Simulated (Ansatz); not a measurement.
# ZnO with a defect (F on an O site): a single-point run

Wanted: field gradients for ZnO with a defect (F on an O site).

Program: Ansatz 0.2.0. Level of theory: DFT, PBE, plane-wave PAW, default files, scalar-relativistic. These are calculated values, not measurements.

**1. The system as given**

Symmetry: P1, No. 1, triclinic system. The conventional cell has a = 3.439 Å, b = 4.549 Å, c = 5.509 Å, α = 90.00°, β = 90.00°, γ = 100.89°. Around Zn (site symmetry 1) lie 4 O at 1.04 to 1.71 Å and 1 F at 1.05 Å and 6 Zn at 1.70 Å. Zn (site symmetry 1) is surrounded by 5 O at 1.04 to 1.71 Å and 6 Zn at 1.70 Å. Only part of the 48 independent sites is listed.

Coordinates:

```
Zn F O
1.0
     3.43892    0.00000    0.00000
    -2.57919    4.46729    0.00000
     0.00000    0.00000    5.50948
Zn F O
24 1 23
Direct
  0.16667 0.22222 0.25000
  0.16667 0.22222 0.75000
  0.16667 0.55556 0.25000
  0.16667 0.55556 0.75000
  0.16667 0.88889 0.25000
  0.16667 0.88889 0.75000
  0.66667 0.22222 0.25000
  0.66667 0.22222 0.75000
  0.66667 0.55556 0.25000
  0.66667 0.55556 0.75000
  0.66667 0.88889 0.25000
  0.66667 0.88889 0.75000
  0.33333 0.11111 0.00000
  0.33333 0.11111 0.50000
  0.33333 0.44444 0.00000
  0.33333 0.44444 0.50000
  0.33333 0.77778 0.00000
  0.33333 0.77778 0.50000
  0.83333 0.11111 0.00000
  0.83333 0.11111 0.50000
  0.83333 0.44444 0.00000
  0.83333 0.44444 0.50000
  0.83333 0.77778 0.00000
  0.83333 0.77778 0.50000
  0.33333 0.11111 0.18951
  0.33333 0.11111 0.68951
  0.33333 0.44444 0.18951
  0.33333 0.44444 0.68951
  0.33333 0.77778 0.18951
  0.33333 0.77778 0.68951
  0.83333 0.11111 0.18951
  0.83333 0.11111 0.68951
  0.83333 0.44444 0.18951
  0.83333 0.44444 0.68951
  0.83333 0.77778 0.18951
  0.83333 0.77778 0.68951
  0.16667 0.22222 0.43950
  0.16667 0.22222 0.93951
  0.16667 0.55556 0.43950
  0.16667 0.55556 0.93951
  0.16667 0.88889 0.43950
  0.16667 0.88889 0.93951
  0.66667 0.22222 0.43950
  0.66667 0.22222 0.93951
  0.66667 0.55556 0.43950
  0.66667 0.55556 0.93951
  0.66667 0.88889 0.43950
  0.66667 0.88889 0.93951
```

**2. The run**

Input file input.yaml:

```yaml
crystal:
  lattice:
    - [3.43891812, 0.0, 0.0]
    - [-2.57918859, 4.46728568, 0.0]
    - [0.0, 0.0, 5.50948294]
  atoms:
    - { symbol: Zn, position: [0.1666666666, 0.2222222222, 0.25] }
    - { symbol: Zn, position: [0.1666666666, 0.2222222222, 0.75] }
    - { symbol: Zn, position: [0.1666666666, 0.5555555556, 0.25] }
    - { symbol: Zn, position: [0.1666666666, 0.5555555556, 0.75] }
    - { symbol: Zn, position: [0.1666666666, 0.8888888889, 0.25] }
    - { symbol: Zn, position: [0.1666666666, 0.8888888889, 0.75] }
    - { symbol: Zn, position: [0.6666666666, 0.2222222222, 0.25] }
    - { symbol: Zn, position: [0.6666666666, 0.2222222222, 0.75] }
    - { symbol: Zn, position: [0.6666666666, 0.5555555556, 0.25] }
    - { symbol: Zn, position: [0.6666666666, 0.5555555556, 0.75] }
    - { symbol: Zn, position: [0.6666666666, 0.8888888889, 0.25] }
    - { symbol: Zn, position: [0.6666666666, 0.8888888889, 0.75] }
    - { symbol: Zn, position: [0.3333333334, 0.1111111111, 0.0] }
    - { symbol: Zn, position: [0.3333333334, 0.1111111111, 0.5] }
    - { symbol: Zn, position: [0.3333333334, 0.4444444444, 0.0] }
    - { symbol: Zn, position: [0.3333333334, 0.4444444444, 0.5] }
    - { symbol: Zn, position: [0.3333333334, 0.7777777778, 0.0] }
    - { symbol: Zn, position: [0.3333333334, 0.7777777778, 0.5] }
    - { symbol: Zn, position: [0.8333333334, 0.1111111111, 0.0] }
    - { symbol: Zn, position: [0.8333333334, 0.1111111111, 0.5] }
    - { symbol: Zn, position: [0.8333333334, 0.4444444444, 0.0] }
    - { symbol: Zn, position: [0.8333333334, 0.4444444444, 0.5] }
    - { symbol: Zn, position: [0.8333333334, 0.7777777778, 0.0] }
    - { symbol: Zn, position: [0.8333333334, 0.7777777778, 0.5] }
    - { symbol: F, position: [0.3333333334, 0.1111111111, 0.189505], spin: 1.0 }
    - { symbol: O, position: [0.3333333334, 0.1111111111, 0.689505] }
    - { symbol: O, position: [0.3333333334, 0.4444444444, 0.189505] }
    - { symbol: O, position: [0.3333333334, 0.4444444444, 0.689505] }
    - { symbol: O, position: [0.3333333334, 0.7777777778, 0.189505] }
    - { symbol: O, position: [0.3333333334, 0.7777777778, 0.689505] }
    - { symbol: O, position: [0.8333333334, 0.1111111111, 0.189505] }
    - { symbol: O, position: [0.8333333334, 0.1111111111, 0.689505] }
    - { symbol: O, position: [0.8333333334, 0.4444444444, 0.189505] }
    - { symbol: O, position: [0.8333333334, 0.4444444444, 0.689505] }
    - { symbol: O, position: [0.8333333334, 0.7777777778, 0.189505] }
    - { symbol: O, position: [0.8333333334, 0.7777777778, 0.689505] }
    - { symbol: O, position: [0.1666666666, 0.2222222222, 0.439505] }
    - { symbol: O, position: [0.1666666666, 0.2222222222, 0.939505] }
    - { symbol: O, position: [0.1666666666, 0.5555555556, 0.439505] }
    - { symbol: O, position: [0.1666666666, 0.5555555556, 0.939505] }
    - { symbol: O, position: [0.1666666666, 0.8888888889, 0.439505] }
    - { symbol: O, position: [0.1666666666, 0.8888888889, 0.939505] }
    - { symbol: O, position: [0.6666666666, 0.2222222222, 0.439505] }
    - { symbol: O, position: [0.6666666666, 0.2222222222, 0.939505] }
    - { symbol: O, position: [0.6666666666, 0.5555555556, 0.439505] }
    - { symbol: O, position: [0.6666666666, 0.5555555556, 0.939505] }
    - { symbol: O, position: [0.6666666666, 0.8888888889, 0.439505] }
    - { symbol: O, position: [0.6666666666, 0.8888888889, 0.939505] }
magnetization:
  spin_polarized: true
kpoints:
  mp_grid: { grid: [3, 2, 2] }
scf:
  occupations: { method: fermi_dirac, width: 0.01 }
  max_iter: 60
hamiltonian:
  xc: pbe
  pseudopotentials: { kind: paw }
output:
  forces: true
  stress: true
  populations: true
  efg:
    quadrupole_moments_barn: { Zn: 0.122, O: -0.02558 }
    contact_densities: true
```

Command:

```bash
$ ansatz run input.yaml --threads 4 --pin off --max-ram 10240MiB --backend cpu --events-out ev --progress --plain --runs-dir out
```

What it wrote (excerpt; [...] marks lines left out):

```text
Warning: RAYON_NUM_THREADS=4 ignored (pool sized by the plan → 4); use --threads N
[...]
Pseudopotentials: kind: paw
Pseudopotential: Zn, paw, valence charge 12, recommended cutoff 420 eV (normal), Zn.paw.azcp
Pseudopotential: F, paw, valence charge 7, recommended cutoff 420 eV (normal), F.paw.azcp
Pseudopotential: O, paw, valence charge 6, recommended cutoff 420 eV (normal), O.paw.azcp
Functional definition: PBE
[...]
Crystal: 48 atoms, lattice volume = 84.640 Å³
Basis set: ecut = 420 eV, 1673 PW (Γ), exchange–correlation on 48×72×80 points (8 copies of the dense FFT grid, shifted against one another)
Bands: 265, of which v1, the nominal top of the filled ones, is band 217 counted from 1 (216 counted from 0)
Symmetry: 1 space group operations
Space group: P1 (ITA 1), of the structure as read, at distance tolerance 4.4e-5 Å
Magnetic group: BNS 1.1 (UNI 1), of the structure as read, at distance tolerance 4.4e-5 Å
k-points: 8 of 12 (time reversal used)
[...]
Starting moments: Σ|m| = 1 μB on 1 of 48 sites
[...]
SCF iter   1: F=—  HF=-89541.374148 eV  |F-HF|=—  |Δ(HF+E_count)|=         —  Δρ=6.91e-1 (↑6.87e-1 ↓6.91e-1)  dr2=5.57e2  dr2_m=1.18e0  M=0.000 μB ∫|m|=0.081 μB  β_m=0.30  ethr=3.10e-3  ⟨swp⟩=24.2  Hψ=53517  notcnv=0  defer=24
[...]
spin=Collinear: Resta preconditioning applied to the charge; magnetization (m = ρ↑ − ρ↓) channel mixes plain (no charge-response kernel on spin).
[...]
spin-set hold released at iteration 7 (site moments contracting): the magnetisation degrees of freedom join the quasi-Newton model from the next iteration; the mixer history was flushed
[...]
WARN: the starting moments were not kept: the SCF closed with an absolute magnetisation of 5.8e-4 μB, where they sum to 1 μB in size (1 site). That is at most 0.1 of that sum. Measured as dr2_m measures the in/out step, that magnetisation stands 3.4e-8 eV from none, at or under the [...]
--- Löwdin populations: 48 sites ---
  site symbol       q [e]    m [muB]
     0     Zn     10.1254     0.0000
     1     Zn     10.0947    -0.0000
     2     Zn     10.0931     0.0000
     3     Zn     10.0908     0.0000
     4     Zn     10.1238     0.0000
     5     Zn     10.0928     0.0000
     6     Zn     10.1265    -0.0000
     7     Zn     10.0959    -0.0000
     8     Zn     10.0960    -0.0000
     9     Zn     10.0907    -0.0000
    10     Zn     10.0997    -0.0000
    11     Zn     10.0917    -0.0000
    12     Zn     10.1303    -0.0000
    13     Zn     10.1042    -0.0000
    14     Zn     10.0968    -0.0000
    15     Zn     10.0947    -0.0000
    16     Zn     10.0944     0.0000
    17     Zn     10.0933    -0.0000
    18     Zn     10.0994     0.0000
    19     Zn     10.0964    -0.0000
    20     Zn     10.0962     0.0000
    21     Zn     10.0941     0.0000
    22     Zn     10.0935    -0.0000
    23     Zn     10.0929    -0.0000
    24      F      7.5927     0.0000
    25      O      7.3258     0.0000
    26      O      7.3170     0.0000
    27      O      7.3154    -0.0000
    28      O      7.3178    -0.0000
    29      O      7.3150    -0.0000
    30      O      7.3177     0.0000
    31      O      7.3182     0.0000
    32      O      7.3152     0.0000
    33      O      7.3150    -0.0000
    34      O      7.3179    -0.0000
    35      O      7.3151    -0.0000
    36      O      7.3204     0.0000
    37      O      7.3184     0.0000
    38      O      7.3162    -0.0000
    39      O      7.3188    -0.0000
    40      O      7.3184     0.0000
    41      O      7.3156     0.0000
    42      O      7.3216    -0.0000
    43      O      7.3197    -0.0000
    44      O      7.3179    -0.0000
    45      O      7.3180    -0.0000
    46      O      7.3186     0.0000
    47      O      7.3167     0.0000
  spilling = 0.033926 (of n_electrons = 433.000000)
```

Run time: 3.3 min. Hardware: 4 threads of Arm Neoverse V1, shared host; peak memory 1.1 GiB.

**3. Can this be trusted?**

The run converged and reported no error, with warnings (level index not settled, seeded moment not kept). It gives a pressure of 13444 GPa and a largest force of 6.3 eV/Å, which is large; a structure far from rest gives such values too, whatever the setting.

The structure is shrunk by the factor 0.529 between bohr and ångström. The shortest distance in the input is 1.04 Å, between atoms 1 (Zn) and 37 (O).

Fix: give the lengths in the unit that the input reads.

**4. Second run, to compare**

Other changes include scf.max_iter, output requests.

Changes to input.yaml since step 2:

```diff
@@ -2,5 +2,5 @@
   lattice:
-    - [3.43891812, 0.0, 0.0]
-    - [-2.57918859, 4.46728568, 0.0]
-    - [0.0, 0.0, 5.50948294]
+    - [6.498616, 0.0, 0.0]
+    - [-4.873962, 8.4419498181, 0.0]
+    - [0.0, 0.0, 10.411418]
   atoms:
@@ -60,3 +60,2 @@
   occupations: { method: fermi_dirac, width: 0.01 }
-  max_iter: 60
 hamiltonian:
@@ -71 +70,5 @@
     contact_densities: true
+  write_density: true
+  write_potential: true
+  elf: true
+  volumetric_format: npy
```

Command:

```bash
$ ansatz run input.yaml --threads 4 --pin off --max-ram 10240MiB --backend cpu --events-out ev --progress --plain --runs-dir out
```

Excerpt of the output:

```text
[...]
Basis set: ecut = 420 eV, 11187 PW (Γ), exchange–correlation on 90×144×144 points (8 copies of the dense FFT grid, shifted against one another)
[...]
Magnetic group: BNS 1.1 (UNI 1), of the structure as read, at distance tolerance 8.3e-5 Å
k-points: 8 of 12 (time reversal used)
[...]
SCF iter   1: F=—  HF=-93544.637787 eV  |F-HF|=—  |Δ(HF+E_count)|=         —  Δρ=7.23e-2 (↑7.23e-2 ↓5.97e-2)  dr2=8.32e1  dr2_m=5.55e-1  M=0.410 μB ∫|m|=0.697 μB  β_m=0.30  ethr=3.10e-3  ⟨swp⟩=5.9  Hψ=15102  notcnv=0  defer=10
preconditioner: auto → Resta (q_TF=auto, 2.605 Å⁻¹)  ε∞=6.3  [insulator: Δε(μ)=0.057 eV  Ē_g=14.008 eV  σ=0.010 eV  W_gap=0.53  n_scr=168 (ndim 8)  ℏωp=32.3 eV  f_vac=0.000  D(μ)=5.76/eV (n_scr^D=24)  ε∞_Penn≈6.3]
[...]
SCF iter   2: F=—  HF=-93528.943285 eV  |F-HF|=—  |Δ(HF+E_count)|=    1.57e1  Δρ=3.03e-2 (↑3.03e-2 ↓2.92e-2)  dr2=1.57e1  dr2_m=5.78e-1  M=0.134 μB ∫|m|=0.293 μB  β_m=0.30  ethr=3.10e-3  ⟨swp⟩=2.9  Hψ=8604  notcnv=0  defer=688
[...]
SCF iter  23: F=—  HF=-93523.744294 eV  |F-HF|=—  |Δ(HF+E_count)|=   1.78e-8  Δρ=5.43e-7 (↑5.43e-7 ↓5.25e-7)  dr2=1.95e-8  dr2_m=5.01e-10  M=0.000 μB ∫|m|=0.000 μB  β_m=0.88  ethr=2.31e-11  ⟨swp⟩=16.9  Hψ=36543  notcnv=0
SCF iter  24: F=-93523.744294 eV  HF=-93523.744294 eV  |F-HF|=7.39e-9  |Δ(HF+E_count)|=  5.82e-11  Δρ=4.20e-7 (↑2.83e-7 ↓4.20e-7)  dr2=8.91e-9  dr2_m=1.51e-10  M=0.000 μB ∫|m|=0.000 μB  ethr=4.50e-12  ⟨swp⟩=6.2  Hψ=21798  notcnv=0
[...]
SCF converged after 24 iterations
Magnetization: 0.0000 μB (216.5000 up, 216.5000 down)
[...]
Free energy (F): -93523.744294 eV
[...]
E sigma→0 (E₀):  -93523.741989 eV
[...]
Fermi energy:    9.265231 eV
[...]
  P = ⅓ Tr σ = 6.3377 GPa (63.377 kbar)
[...]
```

Run time: 3.9 min. Hardware: 4 threads of Arm Neoverse V1, shared host; peak memory 3.9 GiB.

Site by site (atoms counted from 1): 11 of 46, those nearest the defect, the farthest of each element and the two largest gradients.

| site | atoms | distance from the defect (Å) | V_zz (10²¹ V/m²) | η | C_Q (MHz) |
| --- | --- | --- | --- | --- | --- |
| F | 25 | 0.00 | -0.45 | 0.17 | – |
| Zn13 | 13 | 1.97 | 6.52 | 0.00 | 19.2 (⁶⁷Zn) |
| Zn5 | 5 | 1.98 | 6.32 | 0.01 | 18.6 (⁶⁷Zn) |
| Zn7 | 7 | 1.98 | 6.17 | 0.10 | 18.2 (⁶⁷Zn) |
| Zn1 | 1 | 1.98 | 6.16 | 0.10 | 18.2 (⁶⁷Zn) |
| O41 | 41 | 3.21 | 1.09 | 0.11 | -0.676 (¹⁷O) |
| O42 | 42 | 3.21 | 1.14 | 0.11 | -0.708 (¹⁷O) |
| O37 | 37, 43 | 3.21 | 1.10 | 0.09 | -0.681 (¹⁷O) |
| O44 | 44 | 3.21 | 1.14 | 0.18 | -0.702 (¹⁷O) |
| O32 | 32 | 6.14 | 0.037 | 0.34 | -0.023 (¹⁷O) |
| Zn4 | 4 | 6.75 | 0.22 | 0.15 | 0.647 (⁶⁷Zn) |

V_zz is the principal component of the electric field gradient with the largest magnitude, η = (V_xx − V_yy)/V_zz and C_Q = eQV_zz/h. Quadrupole moments are those of Pyykkö's year-2017 table. A dash under C_Q marks elements without a common quadrupolar isotope.

| run | ending | energy change | pressure (GPa) | gap (eV) | force (eV/Å) | cycles | time |
| --- | --- | --- | --- | --- | --- | --- | --- |
| first try | converged | +89.01 eV/atom | 13444.0 | 0.00 | 6.26 | 25 | 3.3 min |
| second try | converged | 0 | 6.3 | 0.00 | 2.19 | 24 | 3.9 min |

**5. Summary of results**

| quantity | value |
| --- | --- |
| first try | converged, 25 SCF cycles |
| fault in the input | ångström read as bohr |
| second try | converged, 24 SCF cycles |
| energy (zero set by the potentials) | -93523.7443 eV |
| pressure | 6.34 GPa |
| gap on the mesh | none (metal on this mesh) |
| largest force | 2.190 eV/Å |
| largest V_zz in size | 6.52 × 10²¹ V/m² at Zn13 |

**Reading.** Both runs converge, but the first lies +89.01 eV/atom from the second; in the second, the pressure goes from 13444.0 to 6.3 GPa, the largest force goes from 6.26 to 2.19 eV/Å. Only the second answers the question as it was meant. The largest force in the second run is 2.190 eV/Å, so the atoms are not at their relaxed places.
